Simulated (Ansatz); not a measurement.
# BrH₃OSi₂: small, medium and large basis sets

The task here is to estimate one member of a computed series from the others.

The runs use Ansatz 0.2.0, Gaussian basis; one geometry, several basis sets.

The runs, in order: PBE0-D4/def2-SVP; ωB97M-V/def2-SVP; PBE0-D4/def2-QZVPP; ωB97M-V/def2-QZVPP; the functionals' def2-TZVPP values are taken from earlier runs.

## Structure used throughout

An earlier PBE0-D4 in a triple-zeta def2 set relaxation fixed the geometry.

SMILES `[SiH3]O[Si]Br`, 7 atoms, charge 0, spin multiplicity 1.

Atoms are counted from 1 here; the program's logs count them from 0.

Bond lengths: Si1–O2 1.663 Å, Si1–H5 1.482 Å, Si1–H6 1.482 Å, Si1–H7 1.481 Å, O2–Si3 1.626 Å, Si3–Br4 2.293 Å. Angles: O2–Si1–H5 109.6°, O2–Si1–H6 109.5°, O2–Si1–H7 106.8°, H5–Si1–H6 110.5°, H5–Si1–H7 110.2°, H6–Si1–H7 110.2°, Si1–O2–Si3 144.1°, O2–Si3–Br4 101.7°.

Set-up of the first run:

Contents of in.yaml:

```yaml
crystal:
  periodic: [false, false, false]
  atoms:
    - {symbol: Si, position_ang: [0.237194, 0.902074, 0.028087]}
    - {symbol: O, position_ang: [0.769268, -0.619832, 0.436886]}
    - {symbol: Si, position_ang: [0.398635, -2.202734, 0.389650]}
    - {symbol: Br, position_ang: [-1.642262, -2.173228, -0.654499]}
    - {symbol: H, position_ang: [0.043543, 0.982905, -1.438567]}
    - {symbol: H, position_ang: [-1.032855, 1.188790, 0.735212]}
    - {symbol: H, position_ang: [1.287776, 1.853925, 0.457632]}
basis:
  gaussian: {orbitals: def2-SVP}
hamiltonian: {xc: pbe0, dispersion: d4}
output: {orbitals: {seedname: orbitals}}
```

Among the steps run: PBE0-D4 in def2-SVP; ωB97M-V in def2-SVP; PBE0-D4 in def2-QZVPP; ωB97M-V in def2-QZVPP.

One of the session's tables, all rows but one given; the rest of the session is left out.

It belongs to the step «Functionals by basis». 

```
functional       basis  HOMO (eV)  LUMO (eV)
   PBE0-D4    def2-SVP      -7.34      -2.21
   PBE0-D4  def2-TZVPP      -7.43      -2.28
   PBE0-D4  def2-QZVPP      -7.44      -2.31
   ωB97M-V    def2-SVP      -9.35      -0.14
   ωB97M-V  def2-TZVPP          ?          ?
   ωB97M-V  def2-QZVPP      -9.50      -0.36
```

Q: Estimate the row for ωB97M-V, def2-TZVPP from the others.

As computed: HOMO (eV): -9.48; LUMO (eV): -0.29. In the column «HOMO (eV)» it lies between ωB97M-V, def2-QZVPP (-9.50) and ωB97M-V, def2-SVP (-9.35).
